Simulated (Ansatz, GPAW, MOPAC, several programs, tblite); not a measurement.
# What each method gives for ZnFBr (Janus 1T monolayer)

A free-standing Janus 1T monolayer of ZnFBr, relaxed with r2SCAN in Ansatz, was computed with several methods. The sheet's in-plane cell has a = 3.479 Å, b = 3.479 Å (γ = 120.0°), and its outermost atoms lie 2.40 Å apart along the normal. Zn has 3 F at 2.18 Å and 3 Br at 2.53 Å; F has 3 Zn at 2.18 Å; Br has 3 Zn at 2.53 Å. These are computed values for a spin-unpolarised cell that may be hypothetical; none is a measurement.

```
Zn F Br
1.0
     3.47919    0.00000    0.00000
    -1.73959    3.01307    0.00000
     0.00000    0.00000   28.59391
Zn F Br
1 1 1
Direct
  0.00000 0.00000 0.32276
  0.33333 0.66667 0.35274
  0.66667 0.33333 0.26876
```
Two periodic directions, a and b.

Gaps and times are for a single point on this cell. Times are rough, from shared hosts (Arm Neoverse V1), and each method has its own mesh and cell size. PM6 (MOPAC), PM7 (MOPAC), GFN1-xTB (tblite), GFN2-xTB (tblite) treat a cluster of cells at its zone centre, which samples few k points: where these miss a band edge, the gap comes out too large for that reason alone. Gaps from k meshes are read at a limited set of points (mesh, symmetry points, PBE's band edges), so each method's own least gap may be somewhat smaller. xTB and the PM methods were fitted mostly to molecules, and can miss a solid's gap by electronvolts. Minimal bases can be far off for gaps. GLLB-SC's gap includes the derivative discontinuity. d marks a direct gap, i an indirect one (no mark: not told apart), a dash a value that wasn't computed or didn't pass its checks.

| method | kind | gap (eV) | atoms computed | processor time |
| --- | --- | --- | --- | --- |
| PM7 (MOPAC) | semi-empirical | 6.93 | 27 | 0.46 s |
| PM6 (MOPAC) | semi-empirical | 5.20 | 27 | 0.51 s |
| GFN1-xTB (tblite) | tight binding | 3.00 | 27 | 0.86 s |
| GFN2-xTB (tblite) | tight binding | 4.21 | 27 | 1 s |
| light PBE (260 eV and a coarse mesh) | light plane-wave | 2.42 d | 3 | 3.9 s |
| PBE/single zeta (GPAW) | small basis | 2.55 d | 3 | 8.4 s |
| PBE | semilocal | 2.39 d | 3 | 16 s |
| r2SCAN | semilocal | 2.94 d | 3 | 40 s |
| GLLB-SC (GPAW) | model potential | 4.35 | 3 | 64 s |

Against r2SCAN (2.94 eV) and with closed or daggered gaps left aside, the nearest gap at the points sampled is that of GFN1-xTB (tblite) (+0.06 eV) and the farthest that of PM7 (MOPAC) (+3.99 eV). r2SCAN is only a yardstick of convenience: semilocal gaps usually lie below measured ones, which GLLB-SC and hybrids aim to mend.

The runs are scalar-relativistic, without spin-orbit coupling.
